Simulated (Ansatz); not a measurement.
# Ag3F (I4/mmm) in Ansatz: a series of runs, part 2 of 2

Ansatz 0.2.0. Earlier steps stand in the parts before.

**4. Relaxation of the atoms, PBE (strained by +1 %)**

input.yaml

```yaml
crystal:
  lattice:
    - [0.0, 3.21609, 3.2482509]
    - [3.21609, 0.0, 3.2482509]
    - [3.21609, 3.21609, 0.0]
  atoms:
    - { symbol: Ag, position: [0.25, 0.25, 0.25] }
    - { symbol: Ag, position: [0.75, 0.75, 0.75] }
    - { symbol: Ag, position: [0.5, 0.5, 0.5] }
    - { symbol: F, position: [0.0, 0.0, 0.0] }
hamiltonian:
  xc: pbe
  pseudopotentials: { kind: paw }
kpoints:
  mp_grid: { grid: [5, 5, 5] }
scf:
  occupations: { method: fermi_dirac, width: 0.05 }
output:
  forces: true
  stress: true
  eigenvalues: true
  write_density: true
  write_potential: true
  elf: true
  volumetric_format: npy
relax:
  f_tol: 0.01
  max_steps: 40
```

Potentials or basis: Ansatz PAW.

The run is started by

```
$ ansatz run input.yaml --threads 2 --pin off --max-ram 5632MiB --backend cpu --events-out ev --progress --plain --runs-dir out
```

The program printed:

```text
Warning: output.stress: scf.convergence.dr2_threshold = 1e-7 eV (the SCF's general default) is looser than the 4e-10 eV advised for a printed stress (1e-10 eV for each atom of the cell: 4). What an SCF threshold leaves in a stress goes as its square root, and in the free energy as the threshold itself, and one threshold admits the most on a small cell: of the crystals measured, under no hybrid functional and no lock of the moments, on runs that ended without the residual-converged pass, on stresses that held no estimate of that error, the worst erred by over 100 MPa in a component at 1e-7 eV an atom and by under 5 at 1e-10. Every solve of this run answers to scf.convergence.dr2_threshold, and the tensor of one is reported: a single SCF on the reported geometry and on this run's grids (its basis.xc_grid and basis.ecutrho_ratio typed), with scf.convergence.dr2_threshold at 4e-10 eV or tighter, prints it and tightens no other solve. Else set scf.convergence.dr2_threshold to 4e-10 eV or tighter. The threshold is an SCF's pass mark: one that does not reach it within its budget of iterations ends unconverged, or closes short of it on a stop that the run arms, and scf.convergence.dr2_threshold's page says what that costs each kind of run
Warning: RAYON_NUM_THREADS=2 ignored (pool sized by the plan → 2); use --threads N
Engine: ansatz 0.2.0, aarch64-unknown-linux-gnu
Pseudopotentials: kind: paw
Pseudopotential: Ag, paw, valence charge 19, recommended cutoff 420 eV (normal), Ag.paw.azcp
Pseudopotential: F, paw, valence charge 7, recommended cutoff 420 eV (normal), F.paw.azcp
Functional definition: PBE
  parameter kappa = 0.804
  parameter beta = 0.06672455060314922
  exchange = pbe_x(kappa = kappa, mu = beta*pi^2/3)
  correlation = pbe_c(beta = beta)
Crystal: 4 atoms, lattice volume = 67.195 Å³
Basis set: ecut = 420 eV, 1331 PW (Γ), exchange–correlation on 64×64×64 points (8 copies of the dense FFT grid, shifted against one another)
Bands: 39, of which v1, the nominal top of the filled ones, is band 32 counted from 1 (31 counted from 0)
Symmetry: 16 space group operations
Space group: I4/mmm (ITA 139), of the structure as read, at distance tolerance 4.1e-5 Å
k-points: 18 of 125
Non-local potential: Ag, projectors of the file, l = 0: 3, l = 1: 2, l = 2: 2, l = 3: 1
Non-local potential: F, projectors of the file, l = 0: 2, l = 1: 2, l = 2: 1
PAW form: soft (Blöchl's): semilocal exchange-correlation on the pseudo side does not see the compensation charge
PAW one-centre angular grid: Ag, 590 points (default); XC on 64 Gauss nodes
[... 23 lines left out ...]
  E_band       = -898.045806
  E_kinetic    = 1786.091008
  E_local      = -7869.822139  (includes V_loc(G=0)·N_el)
  E_nonlocal   = 316.636239
  E_hartree    = 3488.299559
  E_xc         = -631.400592
  E_vxc        = -802.765383  (∫ρ·V_xc dr)
  E_paw        = -11908.875124  (= ΣΔE_a)
  E_vpaw       = -1304.790411  (= ΣTr[D̂ρ^β])
  E_aug_tail   = 0.002928  (compensation charges beyond the density's cutoff)
  E_ewald      = -8759.241550
  E_smearing   = -0.018118  (= −TS)
  E_closure    = -0.000000  (closes the sum)
  Σ components = -23578.327790   (vs F -23578.327790, Δ=0.00e0)
--- Forces (eV/Å), atoms counted from 1 ---
  atom   1  Ag     0.00000000     0.00000000     0.00000000
  atom   2  Ag     0.00000000     0.00000000     0.00000000
  atom   3  Ag     0.00000000     0.00000000     0.00000000
  atom   4  F      0.00000000    -0.00000000     0.00000000
  max |Σ_I F_I| component: 2.78e-17 eV/Å
--- Stress (GPa, compression-positive) ---
       -0.836623       0.000000       0.000000
        0.000000      -0.836623       0.000000
        0.000000       0.000000      -0.811511
  P = ⅓ Tr σ = -0.8283 GPa (-8.283 kbar)
--- Band table (eV; the first three rows and the last of 18) ---
  k-point 0: bands = ["-78.7048", "-78.4194", "-78.4170", "-42.2041", "-42.1998", "-42.1998", "-41.9224", "-41.9224", "-41.9186", "-41.8950", "-41.8950", "-41.8939", "-9.1186", "7.5812", "7.7148", "7.7169", "7.7795", "7.7921", "7.7921", "8.2561", "8.2561", "8.2775", "9.8257", "9.8485", "10.0742", "10.0748", "10.0816", "10.0816", "10.0991", "10.2376", "10.2576", "10.2576", "19.3188", "19.3188", "19.3865", "19.9340", "20.5945", "20.7295", "20.7295"]
  k-point 1: bands = ["-78.7047", "-78.4193", "-78.4172", "-42.2047", "-42.2008", "-42.1997", "-41.9197", "-41.9184", "-41.9150", "-41.9005", "-41.8967", "-41.8957", "-9.1135", "7.2818", "7.6030", "7.6058", "8.0372", "8.0448", "8.1067", "8.3519", "8.3539", "8.9539", "9.3997", "9.6872", "9.6900", "9.7827", "9.7919", "10.0191", "10.0356", "10.5019", "10.5106", "10.5558", "16.1819", "18.7060", "18.7393", "20.0098", "21.2282", "21.2667", "22.4800"]
  k-point 2: bands = ["-78.7044", "-78.4188", "-78.4180", "-42.2059", "-42.2025", "-42.1987", "-41.9140", "-41.9129", "-41.9100", "-41.9076", "-41.9007", "-41.8991", "-9.1053", "7.3662", "7.6780", "7.6802", "8.0142", "8.0313", "8.0613", "8.8234", "8.8305", "9.1954", "9.3004", "9.3036", "9.6293", "9.6535", "9.8335", "9.8352", "9.8523", "10.6737", "10.6815", "10.8344", "13.3785", "18.0609", "18.1417", "19.8710", "21.6618", "21.7119", "22.4911"]
  k-point 17: bands = ["-78.7042", "-78.4189", "-78.4181", "-42.2056", "-42.2045", "-42.1986", "-41.9220", "-41.9093", "-41.9081", "-41.9035", "-41.9011", "-41.8989", "-9.1008", "7.5277", "7.5940", "7.9631", "7.9721", "8.2343", "8.2360", "8.6697", "8.6830", "8.8289", "9.2698", "9.4623", "9.4992", "9.5052", "9.8217", "9.9587", "10.0874", "10.3121", "10.3340", "12.9884", "13.6076", "14.3139", "16.5104", "18.5820", "22.7939", "24.8591", "24.8806"]
--- Relaxed structure (1 steps of the walk, 1 accepted, 0 SCFs on fresh bases) ---
  F+E_penalty+E_count = -23578.32779009 eV   max|allowed force component| = 6.939e-18 eV/Å
  atoms:
    - { symbol: Ag, position: [0.25, 0.25, 0.25] }
    - { symbol: Ag, position: [0.7499999999999999, 0.7499999999999999, 0.7500000000000003] }
    - { symbol: Ag, position: [0.5, 0.5, 0.5] }
    - { symbol: F, position: [0.0, 0.0, 0.0] }
```

rho_z.tsv:

```text
# z_ang	rho[e/angstrom^3]
# format = ansatz-planar-average/11
# lattice	0.000000000	3.216090000	3.248250900
# lattice	3.216090000	0.000000000	3.248250900
# lattice	3.216090000	3.216090000	0.000000000
# sites	4
# site	47	1.608045000	1.608045000	1.624125450
# site	47	4.824135000	4.824135000	4.872376350
# site	47	3.216090000	3.216090000	3.248250900
# site	9	0.000000000	0.000000000	0.000000000
0.000000	6.517290e-1
0.142132	6.394754e-1
0.284265	6.202781e-1
0.426397	6.319746e-1
0.568530	7.033844e-1
0.710662	8.318845e-1
[... 24 lines left out ...]
4.263973	6.202781e-1
4.406106	6.394754e-1
```

Run time: 1.4 s. Hardware: 2 threads of Arm Neoverse V2, shared host; peak memory 0.35 GiB.

Results:

- Free energy: -23578.3278 eV
- Pressure after relaxing: -0.8 GPa
- Band gap on the k mesh: none (metal or under the smearing width)

Final structure:
```cif
data_structure
_symmetry_space_group_name_H-M 'P 1'
_symmetry_Int_Tables_number 1
_cell_length_a 4.5710
_cell_length_b 4.5710
_cell_length_c 4.5482
_cell_angle_alpha 60.165
_cell_angle_beta 60.165
_cell_angle_gamma 59.670
_cell_volume 67.19
loop_
_atom_site_label
_atom_site_type_symbol
_atom_site_fract_x
_atom_site_fract_y
_atom_site_fract_z
_atom_site_occupancy
Ag1 Ag 0.25000 0.25000 0.25000 1
Ag2 Ag 0.75000 0.75000 0.75000 1
Ag3 Ag 0.50000 0.50000 0.50000 1
F1 F 0.00000 0.00000 0.00000 1
```

Caveat: the relaxation stopped at its first step, so nothing moved; the thresholds are loose for stress.

**5. Overview**

| cell | gap on the mesh (eV) | pressure (GPa) |
| --- | --- | --- |
| atoms relaxed from: strained by -2 % | none | 1.5 |
| atoms relaxed from: strained by -1 % | none | 0.7 |
| atoms relaxed from: strained by +1 % | none | -0.8 |

Alike in all rows: task relaxation of the atoms; level PBE; potentials or basis Ansatz PAW; no spin polarisation; k mesh 5 × 5 × 5; cutoff (eV) 420; smearing fermi-dirac 0.05 eV.

Caveats: the relaxation stopped at its first step, so nothing moved; the thresholds are loose for stress.

Total energies depend on the potentials used, so only differences within one code and one set of settings carry meaning.
